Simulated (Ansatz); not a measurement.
# FGe2H3, SMILES [F][Ge][GeH3]: a single point from an input written key by key

Program: the Python package of Ansatz (0.2.0).

Input file `input.yaml`:
```yaml
crystal:
  periodic: [false, false, false]
  atoms:
    - { symbol: F, position_ang: [2.6845, 0.2379, 0.3444] }
    - { symbol: Ge, position_ang: [1.5041, -0.9113, -0.2633] }
    - { symbol: Ge, position_ang: [-0.6921, 0.0178, -0.0542] }
    - { symbol: H, position_ang: [-0.777, 1.3305, -0.8742] }
    - { symbol: H, position_ang: [-0.9841, 0.3209, 1.4376] }
    - { symbol: H, position_ang: [-1.7354, -0.9957, -0.5903] }
magnetization:
  spin_polarized: true
  initial_magnetization: 2
basis:
  gaussian: { orbitals: def2-SVP }
hamiltonian:
  xc: { name: wB97M-V }
output:
  forces: true
```

The cells in order, each with its output:

In [1]:
```python
import ansatz as az
import numpy as np
```

In [2]:
```python
session = az.Session.from_deck("input.yaml")
summary = session.plan(threads=1).execute().report
```

In [3]:
```python
for key in ("converged", "free_energy_ev", "reference_energy_ev", "n_frozen", "n_occupied", "n_virtual"):
    print(f"{key:22s} {summary[key]}")
symbols = ["F", "Ge", "Ge", "H", "H", "H"]

forces = np.array(summary["forces_ev_ang"])
print("largest force", round(float(np.linalg.norm(forces, axis=1).max()), 4), "eV/A, rms", round(float(np.sqrt((forces ** 2).mean())), 4))
charges = summary["charge_distribution"]
print("dipole moment", round(4.803205 * float(np.linalg.norm(charges["dipole_moment_e_ang"])), 3), "D")
print("Mulliken:", [(s, round(q, 3)) for s, q in zip(symbols, charges["mulliken_charges_e"])])
```
```text
converged              True
free_energy_ev         -115777.34439653499
reference_energy_ev    -115777.34439653499
n_frozen               0
n_occupied             [39, 37]
n_virtual              [54, 56]
largest force 1.1013 eV/A, rms 0.323
dipole moment 2.36 D
Mulliken: [('F', -0.386), ('Ge', 0.284), ('Ge', 0.236), ('H', -0.043), ('H', -0.043), ('H', -0.049)]
```

Total energies depend on the basis set; only differences at equal settings carry meaning. The geometry is a force-field or estimated start, not a minimum of this method, and the basis set is short of its limit. The species is open-shell (spin multiplicity 3). Finished in 28 s on 1 thread of AMD EPYC 7R43 64-Core Processor (Zen 3), with other jobs on the host, peak memory 0.51 GiB.

(Lines on the test bed's own set-up are left out of the output.)
